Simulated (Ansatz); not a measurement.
Working through a ladder of methods at one geometry of CH5BClFSi, SMILES C[SiH2]B(F)Cl

Program: the Python package of Ansatz (0.2.0).

Input file `ch5bclfsi.xyz`:
```text
10

C    -1.24670   -0.00150    0.68530
Si    0.55650    0.15490    0.50210
B     1.04130   -0.31320   -1.32050
F     2.02800   -1.42550   -1.54180
Cl    0.42950    0.65280   -2.74800
H    -1.62410   -0.97720    0.45230
H    -1.56070    0.31460    1.71310
H    -1.73760    0.76080   -0.04670
H     1.20100   -0.75100    1.49330
H     0.99600    1.53410    0.81390
```

Notebook, run cell by cell (the value of a cell's last expression is shown):

```python
from pathlib import Path
import warnings

import ansatz as az
import numpy as np
```

```python
BASIS = "cc-pVDZ"

warnings.simplefilter("ignore", az.DeckWarning)
```

```python
system = az.Crystal.molecule_from_extxyz("ch5bclfsi.xyz")
```

```python
setup = system.calculation().basis(gaussian=BASIS)

print("functional    E (Ha)        dipole (D)   HOMO (eV)  LUMO (eV)")
for name in ["pbe0", "hf", "blyp", "lda", "hse06"]:
    r = setup.functional(name).forces().orbitals().run(threads=1, pin="off", runs_dir="runs").report
    lines = Path(r["orbitals_path"]).read_text().splitlines()
    field_of = lambda key: [line.split("=")[1].strip() for line in lines if line.startswith(key)]
    orbitals = [(27.211386 * float(e), s, float(n)) for e, s, n in zip(field_of("Ene="), field_of("Spin="), field_of("Occup="))]
    homo = max(e for e, _, n in orbitals if n > 0.5)
    lumo = min(e for e, _, n in orbitals if n < 0.5)
    dipole = 4.803205 * np.linalg.norm(r["charge_distribution"]["dipole_moment_e_ang"])
    print(f"{name:10s} {r['free_energy_ev'] / 27.211386246:14.6f} {dipole:9.3f} {homo:11.3f} {lumo:10.3f}")
```

    functional    E (Ha)        dipole (D)   HOMO (eV)  LUMO (eV)
    pbe0          -915.121897     2.038      -8.710     -2.097
    hf            -913.410916     2.266     -12.024      1.486
    blyp          -915.509563     1.827      -7.150     -2.739
    lda           -911.598849     1.959      -7.372     -3.140
    hse06         -915.099409     2.038      -8.309     -2.480

What to keep in mind:
- Total energies depend on the basis set; only differences at equal settings carry meaning.
- The geometry is a force-field or estimated start, not a minimum of this method, and the basis set is short of its limit. A lower total doesn't mark the better method: functionals have no common bound, and MP2 and coupled cluster aren't variational.
- Levels such as HOMO and LUMO are orbital energies: with these approximate functionals they aren't the ionisation energy and electron affinity, and their gap isn't the fundamental gap.
- For Al to Cl the sets with a tight d function, cc-pV(X+d)Z, are usual.
- hse06 follows the composition of plane-wave codes, whose totals differ by tens of mHa, up to about 0.1 Ha, from the form usual in Gaussian-basis programs (wpbeh).
- Wall time of the script: 16 s on 1 thread of Arm Neoverse V2 (shared host), peak memory 0.29 GiB.
